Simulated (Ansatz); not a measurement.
# Si₂GeH (quartet): wave-function methods side by side, cc-pVDZ

An exercise on one series of results from a longer session: the logs are not shown, and one member is left open.

Method: cc-pVDZ, core rule «outside noble gas», up to 24 orbitals frozen; program: Ansatz 0.2.0, Gaussian basis.

To be run: UHF; CCSD(T) on ROHF; CCSD(T) on UHF; BCCD(T) on ROHF; CISD as a restricted active space (open shells left free, so some higher excitations enter); CCSDT(Q) on ROHF; CCSDT(Q) on UHF.

18 further runs of the same task are left out: 9 that didn't finish, 9 set aside as unsound or not needed. Runs told in other sessions of the task aren't counted.

**The geometry**

The geometry is a PBE0/def2-TZVP stationary point (not a proven minimum) of the parent state, kept for this charge and spin. No spin-orbit coupling is included. The filled d shell of Ge may be among the frozen orbitals whatever the setting's name suggests.

4 atoms, charge 0, spin multiplicity 4.

Atoms are counted from 1 here; the program's logs count them from 0.

Bond lengths: Ge1–Si2 2.208 Å, Ge1–Si3 2.436 Å, Si2–Si3 2.320 Å, Si2–H4 1.492 Å. Angles: Si2–Ge1–Si3 59.7°, Ge1–Si2–Si3 65.0°, Ge1–Si2–H4 166.2°, Si3–Si2–H4 128.8°, Ge1–Si3–Si2 55.3°.

Set-up of the first run:

in.yaml

```yaml
crystal:
  periodic: [false, false, false]
  atoms:
    - {symbol: Ge, position_ang: [0.000000, -0.013103, 0.894450]}
    - {symbol: Si, position_ang: [0.000000, 1.131060, -0.994011]}
    - {symbol: Si, position_ang: [0.000000, -1.175645, -1.245854]}
    - {symbol: H, position_ang: [0.000000, 2.186645, -2.048862]}
basis:
  gaussian: {orbitals: cc-pVDZ}
magnetization: {spin_polarized: true, initial_magnetization: 3}
hamiltonian: {xc: hf}
output: {orbitals: {seedname: orbitals}}
```

Command:

```console
> ansatz run in.yaml --threads 1 --pin off --events-out ev --progress --plain --max-ram 2393MiB
```

Steps of the session up to this table: UHF; CCSD(T) on ROHF; CCSD(T) on UHF; BCCD(T) on ROHF; CISD as a restricted active space (open shells left free, so some higher excitations enter); CCSDT(Q) on ROHF; CCSDT(Q) on UHF.

One of the session's tables, all rows but one given; the rest of the session is left out.

```
   method  from UCCSDT(Q) (meV)
     ROHF               +7985.3
     RMP2               +1378.0
     UMP2               +1428.3
     CISD               +1388.7
    RCCSD                +541.5
    UCCSD                +530.1
 RCCSD(T)                 +91.6
 UCCSD(T)                 +91.5
  BCCD(T)                 +89.3
   RCCSDT                 +51.6
   UCCSDT                     ?
RCCSDT(Q)                  +3.7
UCCSDT(Q)                     0
```

Estimate the missing values for UCCSDT.

As computed: from UCCSDT(Q) (meV): +47.5. In the column «from UCCSDT(Q) (meV)» it lies between RCCSDT(Q) (+3.7) and RCCSDT (+51.6).

Left out of the table: UHF (another determinant or state than the rows shown).

To keep in mind: Restricted and unrestricted rows rest on different reference determinants; a gap between their highest levels can come from leftover correlation error, from unlike frozen cores or from another state.
